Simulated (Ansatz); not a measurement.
Geometry optimisation, Ansatz, DFT PBE-D3(BJ), scalar-relativistic, plane waves, PAW.

Input:

```yaml
accuracy: low
crystal:
  lattice:
    - [-4.5922, -4.5922, 0.0]
    - [4.5922, -4.5922, 0.0]
    - [0.0, 0.0, 5.9148]
  atoms:
    - { symbol: Ti, position: [0.5, 0.5, 0.0] }
    - { symbol: Ti, position: [0.0, 0.5, 0.25] }
    - { symbol: O, position: [0.19504, 0.5, 0.0] }
    - { symbol: O, position: [0.0, 0.19504, 0.25] }
    - { symbol: O, position: [0.80496, 0.5, 0.0] }
    - { symbol: O, position: [0.0, 0.80496, 0.25] }
    - { symbol: Ti, position: [0.5, 0.5, 0.5] }
    - { symbol: Ti, position: [0.0, 0.5, 0.75] }
    - { symbol: O, position: [0.19504, 0.5, 0.5] }
    - { symbol: O, position: [0.0, 0.19504, 0.75] }
    - { symbol: O, position: [0.80496, 0.5, 0.5] }
    - { symbol: O, position: [0.0, 0.80496, 0.75] }
    - { symbol: Ti, position: [0.0, 0.0, 0.0] }
    - { symbol: Ti, position: [0.5, 0.0, 0.25] }
    - { symbol: O, position: [0.69504, 0.0, 0.0] }
    - { symbol: O, position: [0.5, 0.69504, 0.25] }
    - { symbol: O, position: [0.30496, 0.0, 0.0] }
    - { symbol: O, position: [0.5, 0.30496, 0.25] }
    - { symbol: Ti, position: [0.0, 0.0, 0.5] }
    - { symbol: Ti, position: [0.5, 0.0, 0.75] }
    - { symbol: O, position: [0.69504, 0.0, 0.5] }
    - { symbol: O, position: [0.5, 0.69504, 0.75] }
    - { symbol: O, position: [0.30496, 0.0, 0.5] }
    - { symbol: O, position: [0.5, 0.30496, 0.75] }
    - { symbol: Si, position: [0.2457101, 0.254997, 0.8686002] }
basis:
  ecutwfc: 420.0
kpoints:
  mp_grid: { grid: [2, 2, 2] }
hamiltonian:
  xc: pbe
  dispersion: d3bj
  pseudopotentials: { kind: paw, azcp: { folder: soft_1 } }
scf:
  occupations: { method: fermi_dirac, width: 0.05 }
  lower_state_search: "off"
relax:
  f_tol: 0.08
  max_steps: 25
  adjacent_minimum: "off"
```

Run as:

```bash
$ ansatz run input.yaml --threads 2 --pin off --max-ram 5120MiB --backend cpu --events-out ev --progress --plain --runs-dir out
```

Problem. Where does it end, and by what steps?

Solution. It converged. The force dipped under the threshold on the way, but the program's further checks kept it going. Limits of this set-up: coarse k mesh, a small cell, in which the defect meets its images, low accuracy level. After 20 steps the energy has fallen by 5.544 eV; Si25 moved furthest, 0.68 Å. Joined: O9–Si25 (2.72 → 1.83 Å), O23–Si25 (2.76 → 1.83 Å).

| step | energy less start (eV) | largest force component (eV/Å) | accepted |
| --- | --- | --- | --- |
| 0 | 0.0000 | 5.516 | yes |
| 1 | -2.6068 | 3.062 | yes |
| 2 | -4.6525 | 1.252 | yes |
| 3 | -4.9604 | 0.321 | yes |
| 4 | -4.9937 | 0.262 | yes |
| 5 | -5.0150 | 0.130 | yes |
| 6 | -5.0205 | 0.079 | yes |
| 7 | -5.0324 | 0.074 | yes |
| 8 | -5.0354 | 0.052 | yes |
| 9 | -5.0365 | 0.039 | yes |
| 10 | -5.0368 | 0.035 | yes |
| 11 | -5.0370 | 0.034 | yes |
| 12 | -5.0374 | 0.047 | yes |
| 13 | -5.0389 | 0.085 | yes |
| 14 | -5.0609 | 0.517 | yes |
| 15 | -5.1700 | 0.869 | yes |
| 16 | -5.3137 | 1.072 | yes |
| 17 | -5.5339 | 0.168 | yes |
| 18 | -5.5428 | 0.082 | yes |
| 19 | -5.5419 | 0.097 | no |
| 20 | -5.5439 | 0.013 | yes |

```xyz
25
Lattice="-4.5922 -4.5922 0.0000 4.5922 -4.5922 0.0000 0.0000 0.0000 5.9148" Properties=species:S:1:pos:R:3
Ti 0.038 -4.726 0.128
Ti 2.045 -2.344 1.507
O 1.138 -2.995 -0.205
O 0.867 -0.877 1.508
O -1.356 -6.021 0.160
O 3.395 -3.772 1.505
Ti 0.039 -4.727 2.885
Ti 2.618 -2.161 4.464
O 1.139 -2.995 3.218
O 0.941 -0.855 4.464
O -1.354 -6.022 2.853
O 3.662 -3.656 4.465
Ti -0.035 0.133 0.129
Ti -2.041 -2.249 1.507
O -3.232 -3.164 0.160
O 1.200 -5.413 1.505
O -1.135 -1.598 -0.205
O -0.864 -3.716 1.508
Ti -0.036 0.135 2.885
Ti -2.615 -2.431 4.464
O -3.234 -3.163 2.853
O 0.935 -5.528 4.465
O -1.135 -1.597 3.218
O -0.937 -3.738 4.464
Si 0.002 -2.296 4.464
```

Whether the end is a true minimum wasn't checked by a vibrational analysis.

The run took 4.5 min on 2 threads of Arm Neoverse N1, on a shared host, peak memory 0.76 GiB.
